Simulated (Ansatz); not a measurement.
# Zn7O: the cost of one run

Program: Ansatz 0.2.0. Level of theory: DFT PBE, scalar-relativistic, plane waves, PAW, unless a step names another level. These are calculated values, not measurements.

2 further runs of the same task are left out: 1 that didn't finish, 1 set aside as unsound or not needed.

## Step 1: Starting point

Symmetry: P3m1, No. 156, trigonal system. The conventional cell has a = 2.993 Å, b = 2.993 Å, c = 15.318 Å, α = 90.00°, β = 90.00°, γ = 120.00°. Zn (site symmetry 3m) has 12 Zn at 2.67 to 2.99 Å as nearest neighbours. Zn (site symmetry 3m) has 12 Zn at 2.63 to 2.99 Å as nearest neighbours. Zn (site symmetry 3m) has 12 Zn at 2.69 to 2.99 Å as nearest neighbours. Zn (site symmetry 3m) has 1 O at 1.92 Å as nearest neighbours. Around Zn (site symmetry 3m) lie 3 O at 1.99 Å. Around Zn (site symmetry 3m) lie 12 Zn at 2.71 to 2.99 Å. O (site symmetry 3m) is surrounded by 4 Zn at 1.92 to 1.99 Å.

Coordinates:

```cif
data_structure
_symmetry_space_group_name_H-M 'P3m1'
_symmetry_Int_Tables_number 156
_cell_length_a 2.9928
_cell_length_b 2.9928
_cell_length_c 15.3184
_cell_angle_alpha 90.000
_cell_angle_beta 90.000
_cell_angle_gamma 120.000
_cell_volume 118.83
loop_
_atom_site_label
_atom_site_type_symbol
_atom_site_symmetry_multiplicity
_atom_site_Wyckoff_symbol
_atom_site_fract_x
_atom_site_fract_y
_atom_site_fract_z
_atom_site_occupancy
Zn1 Zn 1 b 0.33333 0.66667 0.73381 1
Zn2 Zn 1 c 0.66667 0.33333 0.86704 1
Zn3 Zn 1 b 0.33333 0.66667 0.46374 1
Zn4 Zn 1 a 0.00000 0.00000 0.59820 1
Zn5 Zn 1 a 0.00000 0.00000 0.99604 1
Zn6 Zn 1 b 0.33333 0.66667 0.18627 1
Zn7 Zn 1 a 0.00000 0.00000 0.32730 1
O1 O 1 a 0.00000 0.00000 0.12160 1
```

It came out lowest among 25 distinct ends of the trial cells. At a tolerance of 0.05 Å it has space group P3m1 (No. 156).

## Step 2: Relaxing to 0.001 eV/Å, on the response runs' mesh and smearing

Contents of input.yaml:

```yaml
crystal:
  lattice:
    - [2.9928430578, 0.0, 0.0]
    - [-1.4964215289, 2.5918781176, 0.0]
    - [0.0, 0.0, 15.3183679688]
  atoms:
    - { symbol: Zn, position: [0.3333333333, 0.6666666667, 0.7338148819] }
    - { symbol: Zn, position: [0.6666666667, 0.3333333333, 0.8670370632] }
    - { symbol: Zn, position: [0.3333333333, 0.6666666667, 0.4637433228] }
    - { symbol: Zn, position: [0.0, 0.0, 0.5981990777] }
    - { symbol: Zn, position: [0.0, 0.0, -0.0039580286] }
    - { symbol: Zn, position: [0.3333333333, 0.6666666667, 0.1862651795] }
    - { symbol: Zn, position: [0.0, 0.0, 0.327295914] }
    - { symbol: O, position: [0.0, 0.0, 0.1216025896] }
basis:
  ecutwfc: 420
kpoints:
  mp_grid: { grid: [12, 12, 2] }
hamiltonian:
  xc: pbe
scf:
  occupations: { method: gaussian, width: 0.1 }
output:
  forces: true
  stress: true
  eigenvalues: true
relax:
  adjacent_minimum: "off"
  f_tol: 0.001
  max_steps: 60
  cell: { stress_tol: 0.01 }
```

Started as:

```sh
ansatz run input.yaml --threads 3 --pin off --max-ram 7680MiB --backend cpu --events-out ev --progress --plain --runs-dir out
```

**Question.** How long does this run take on 3 threads of AMD EPYC (Zen 3), shared host, and how much memory does it need?

About 78 s, with a peak of 0.56 GiB.
